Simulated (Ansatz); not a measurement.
# Te2Mo (2H, deposited cell): the cost of one run

Computed with Ansatz 0.2.0 (DFT r2SCAN, scalar-relativistic, plane waves, PAW, unless a step's input says otherwise).

**1. The structure to begin with**

Symmetry: P6_3/mmc, No. 194, hexagonal system. Conventional cell: a = 3.518 Å, b = 3.518 Å, c = 13.974 Å, α = 90.00°, β = 90.00°, γ = 120.00°. Around Te (site symmetry 3m) lie 3 Mo at 2.72 Å. Mo (site symmetry -6m2) has 6 Te at 2.72 Å as nearest neighbours.

Structure file:

```cif
data_structure
_symmetry_space_group_name_H-M 'P 1'
_symmetry_Int_Tables_number 1
_cell_length_a 3.5182
_cell_length_b 3.5182
_cell_length_c 13.9736
_cell_angle_alpha 90.000
_cell_angle_beta 90.000
_cell_angle_gamma 120.000
_cell_volume 149.79
loop_
_atom_site_label
_atom_site_type_symbol
_atom_site_fract_x
_atom_site_fract_y
_atom_site_fract_z
_atom_site_occupancy
Te1 Te 0.33333 0.66667 0.62100 1
Te2 Te 0.66667 0.33333 0.12100 1
Te3 Te 0.33333 0.66667 0.87900 1
Te4 Te 0.66667 0.33333 0.37900 1
Mo1 Mo 0.33333 0.66667 0.25000 1
Mo2 Mo 0.66667 0.33333 0.75000 1
```

The structure rests on an entry of the Crystallography Open Database; cell or positions may have been set otherwise for this series.

**2. Relaxing the atoms: Te2Mo (2H, deposited cell), no spin**

Contents of input.yaml:

```yaml
crystal:
  lattice:
    - [3.5182, 0.0, 0.0]
    - [-1.7591, 3.0468505756, 0.0]
    - [0.0, 0.0, 13.9736]
  atoms:
    - { symbol: Te, position: [0.3333333333, 0.6666666667, 0.621] }
    - { symbol: Te, position: [0.6666666667, 0.3333333333, 0.121] }
    - { symbol: Te, position: [0.3333333333, 0.6666666667, 0.879] }
    - { symbol: Te, position: [0.6666666667, 0.3333333333, 0.379] }
    - { symbol: Mo, position: [0.3333333333, 0.6666666667, 0.25] }
    - { symbol: Mo, position: [0.6666666667, 0.3333333333, 0.75] }
scf:
  occupations: { method: fixed }
output:
  forces: true
  stress: true
  eigenvalues: true
  write_density: true
  write_potential: true
  elf: true
  volumetric_format: npy
hamiltonian:
  xc: r2scan
basis:
  ecutwfc: 440
kpoints:
  mp_grid: { grid: [12, 12, 3] }
relax:
  f_tol: 0.001
  max_steps: 40
```

Started as:

```console
$ ansatz run input.yaml --threads 8 --pin off --max-ram 24576MiB --backend cpu --events-out ev --progress --plain --runs-dir out
```

What time and memory should one allow on 8 threads of Arm Neoverse V1, shared host?

About 34 s, with a peak of 1.2 GiB.
